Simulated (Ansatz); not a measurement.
Crystal: Hf2Pd2Se2Br2O3.

```xyz
11
Lattice="7.5867 -1.7097 -1.1758 7.5867 1.7097 -1.1758 -2.0245 0.0000 13.0516" Properties=species:S:1:pos:R:3 pbc="T T T"
Hf   14.2165    0.0000   -1.4206
Hf    8.6262    0.0000    2.2691
Pd    1.6873    0.0000    6.2302
Pd    3.3945    0.0000    8.9390
Se   12.2827    0.0000    8.8683
Se   10.7952    0.0000    5.8168
Br    8.8069    0.0000   -0.7891
Br    3.1532    0.0000    3.1608
O     8.2058    0.0000    4.0943
O     5.7021    0.0000    0.0464
O     0.0207    0.0000    2.8206
```

The cell was built by a generator and needn't be a form met in nature.

Base run:

- Program: Ansatz 0.2.0
- Functional: PBE
- Potentials or basis: all-electron LAPW, scalar-relativistic
- Cutoff: 501 eV (chosen from the basis error)
- Basis error allowed: 0.002 eV/atom
- k mesh: 6 × 6 × 2
- Occupations: fermi-dirac, width 0.05 eV
- Spin: no spin polarisation
- Hubbard terms: Hf d U = 6 eV, Pd d U = 6 eV

Its results: band gap on the k mesh 1.12 eV, direct; pressure 2.1 GPa; largest force 0.565 eV/Å.

Problem. The run is repeated on the same cell with these changes: hubbard terms from Hf d U = 6 eV, Pd d U = 6 eV to none. What comes out?

Solution. Band gap on the k mesh 0.67 eV, indirect (least direct gap 0.67 eV); pressure 0.0 GPa; largest force 0.125 eV/Å.

The U term pushes filled and empty states of the shell apart.

Caveats: spin-orbit coupling is left out, which moves the levels of the heavy elements; U is the effective U less J, on atomic orbitals that reach past the spheres (some runs).

A k mesh can miss the band edges.
